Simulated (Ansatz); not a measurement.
# CH7AlSi2: the cost of one run

Method: RKS PBE/def2-SVP, in Ansatz 0.2.0.

**1. The system as given**

Bond lengths: Si1–C2 1.808 Å, C2–Al3 1.940 Å, C2–Si4 1.852 Å, Al3–Si4 2.362 Å, Si1–H5 1.528 Å, Si1–H6 1.503 Å, Si1–H7 1.447 Å, C2–H8 1.153 Å, Al3–H9 1.642 Å, Si4–H10 1.401 Å, Si4–H11 1.548 Å. Angles (14 of 21 angles, heavy atoms first): Si1–C2–Al3 111.7°, Si1–C2–Si4 114.6°, Al3–C2–Si4 77.0°, C2–Al3–Si4 49.8°, C2–Si4–Al3 53.2°, Si1–C2–H8 117.9°, Al3–C2–H8 116.7°, Si4–C2–H8 112.2°, C2–Si1–H5 109.6°, C2–Si1–H6 111.4°, C2–Si1–H7 112.9°, C2–Al3–H9 145.5°, Si4–Al3–H9 148.4°, C2–Si4–H10 121.2°.

Coordinates:

```xyz
11

Si   -1.0822    1.0758    0.1822
C     0.5751    0.4615   -0.1968
Al    1.2017   -0.7906    1.1466
Si    0.6116   -1.1481   -1.1123
H    -1.7026    1.6828   -1.0752
H    -1.0384    2.1829    1.1976
H    -1.9713    0.0381    0.6591
H     1.3489    1.2117   -0.6052
H     1.0846   -1.2638    2.7148
H     1.7312   -1.5308   -1.8616
H    -0.6933   -1.9765   -1.0286
```

**2. Relaxing end A**

input.yaml reads:

```yaml
crystal:
  periodic: [false, false, false]
  atoms:
    - { symbol: Si, position_ang: [-1.0822, 1.0758, 0.1822] }
    - { symbol: C, position_ang: [0.5751, 0.4615, -0.1968] }
    - { symbol: Al, position_ang: [1.2017, -0.7906, 1.1466] }
    - { symbol: Si, position_ang: [0.6116, -1.1481, -1.1123] }
    - { symbol: H, position_ang: [-1.7026, 1.6828, -1.0752] }
    - { symbol: H, position_ang: [-1.0384, 2.1829, 1.1976] }
    - { symbol: H, position_ang: [-1.9713, 0.0381, 0.6591] }
    - { symbol: H, position_ang: [1.3489, 1.2117, -0.6052] }
    - { symbol: H, position_ang: [1.0846, -1.2638, 2.7148] }
    - { symbol: H, position_ang: [1.7312, -1.5308, -1.8616] }
    - { symbol: H, position_ang: [-0.6933, -1.9765, -1.0286] }
basis:
  gaussian: { orbitals: def2-SVP }
hamiltonian:
  xc: pbe
relax:
  f_tol: 0.02
  max_steps: 50
```

Started as:

```bash
$ ansatz run input.yaml --threads 2 --pin off --max-ram 3072MiB --backend cpu --events-out ev --progress --plain --runs-dir out
```

What time and memory should one allow on 2 threads of Intel Xeon Platinum 8488C (Sapphire Rapids), shared host?

About 27 s, with a peak of 0.17 GiB.
